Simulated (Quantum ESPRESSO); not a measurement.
**AgRh under changes of volume**

One of the cells (16.064 Å³/atom); the others are scaled copies at fixed shape and fractional positions:

```xyz
2
Lattice="2.7776 0.0000 0.0000 -1.3888 2.4055 0.0000 0.0000 0.0000 4.8086" Properties=species:S:1:pos:R:3 pbc="T T T"
Ag    0.0000    0.0000    2.4043
Rh    1.3888    0.8018    0.0000
```

The cell comes from a database or a generator and needn't be the stable form of this composition.

- Program: Quantum ESPRESSO 7.5
- Functional: PBE
- Potentials or basis: SSSP 1.3 efficiency PBE
- Cutoff: 816 eV
- Density cutoff: 3265 eV
- k mesh: 11 × 11 × 6
- Occupations: fermi-dirac, width 0.05 eV
- Spin: no spin polarisation

```csv
volume (Å³/atom),energy over the lowest point (meV/atom),pressure (GPa)
15.100,?,?
15.421,4.67,3.9
15.743,0.00,0.4
16.064,2.00,-2.7
16.385,9.82,-5.4
16.707,22.76,-7.8
17.028,40.16,-9.9
```

Task: What does the run at 15.100 Å³/atom give?

Result: Energy over the lowest point 16.93 meV/atom; pressure 7.9 GPa.

Worked out: A Birch-Murnaghan fit of order 3 (a polynomial in V^(-2/3)) to the other rows has its minimum at 15.80 Å³/atom with B0 = V·E''(V) = 159 GPa and B' = 5.5 at fixed shape and positions, which overstates the stiffness. It gives 16.89 meV/atom at 15.100 Å³/atom, against the run's 16.93, and -dE/dV = 8.2 GPa, against 7.9.

Energies are extrapolated to zero smearing.
